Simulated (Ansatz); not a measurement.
# SiGeHF (singlet): wave-function methods side by side at distance Ge2–Si3 = 5.077 Å, cc-pVDZ

An exercise on one series of results from a longer session: the logs are not shown, and one member is left open.

Method: cc-pVDZ, core rule «outside noble gas», up to 20 orbitals frozen; program: Ansatz 0.2.0, Gaussian basis.

To be run: UHF; CCSD(T) on RHF; CCSD(T) on UHF; BCCD(T) on RHF; CISD; CASSCF and MRCISD+Q, 2 electrons in 2 orbitals; CASSCF and NEVPT2, 2 electrons in 2 orbitals; CASSCF and MRCISD+Q, 8 electrons in 8 orbitals; CASSCF and NEVPT2, 8 electrons in 8 orbitals.

50 further runs of the same task are left out: 2 for a mislabelled method, 1 for a known fault of the program, 44 that didn't finish, 3 set aside as unsound or not needed.

## The geometry

The geometry derives from a PBE0/def2-TZVP stationary point (not a proven minimum). One bond is set to the value named and the two fragments are kept rigid. No spin-orbit coupling is included. The filled d shell of Ge may be among the frozen orbitals whatever the setting's name suggests; the logs give the count.

4 atoms, charge 0, spin multiplicity 1.

Atoms are counted from 1 here; the program's logs count them from 0.

Bond lengths: F1–Si3 1.604 Å, Si3–H4 1.490 Å. Angles: F1–Si3–H4 107.5°.

The first run:

The input, in.yaml:

```yaml
crystal:
  periodic: [false, false, false]
  atoms:
    - {symbol: F, position_ang: [0.000000, -0.191272, -4.008920]}
    - {symbol: Ge, position_ang: [0.000000, -0.304510, 2.168974]}
    - {symbol: Si, position_ang: [0.000000, 0.837454, -2.777929]}
    - {symbol: H, position_ang: [0.000000, 2.215557, -3.345060]}
basis:
  gaussian: {orbitals: cc-pVDZ}
magnetization: {spin_polarized: true, initial_magnetization: 0}
hamiltonian: {xc: hf}
output: {orbitals: {seedname: orbitals}}
```

On the command line:

```console
ansatz run in.yaml --threads 1 --pin off --events-out ev --progress --plain --max-ram 2393MiB
```

Among the steps run: UHF; CCSD(T) on RHF; CCSD(T) on UHF; BCCD(T) on RHF; CISD; CASSCF and MRCISD+Q, 2 electrons in 2 orbitals; CASSCF and NEVPT2, 2 electrons in 2 orbitals; CASSCF and MRCISD+Q, 8 electrons in 8 orbitals; CASSCF and NEVPT2, 8 electrons in 8 orbitals.

One of the session's tables, all rows but one given; the rest of the session is left out.

| method | from RCCSD(T) (kcal/mol) |
| --- | --- |
| RHF | +235.62 |
| UHF | +204.28 |
| RMP2 | +35.26 |
| UMP2 | +13.88 |
| CISD | +35.57 |
| RCCSD | +5.05 |
| UCCSD | ? |
| RCCSD(T) | 0 |
| UCCSD(T) | -18.94 |
| BCCD(T) | -0.08 |
| CASSCF pair | +223.59 |
| NEVPT2 pair | +23.99 |
| MRCISD pair | +26.15 |
| MRCISD+Q pair | +2.35 |

Q: Estimate the row for UCCSD from the others.

As computed: from RCCSD(T) (kcal/mol): -12.93. In the column «from RCCSD(T) (kcal/mol)» it lies between UCCSD(T) (-18.94) and BCCD(T) (-0.08).

Not comparable, so not listed: CASSCF and NEVPT2, 8 electrons in 8 orbitals (they don't share determinant, frozen orbitals or solution with the rows shown, or repeat one).

Limits of these values: The determinant is far from a pure spin state, so its energy mixes those of several spin states (harmless only where they are near-degenerate, as at dissociation). Left out of the table: CASSCF frontier, MRCISD frontier, MRCISD+Q frontier (the active space lost an orbital or holds another state than full CI finds). The program flags UCCSD(T) as in doubt, so those rows may rest on another solution; read them beside their warnings. Warnings: restricted reference is unstable; spin contamination; coupled cluster took another determinant than the lowest. Restricted and unrestricted rows rest on different reference determinants; where their highest levels disagree by more than a few hundredths of an eV, they describe different states and don't form one ladder. Warnings in the runs' records: passed over end.
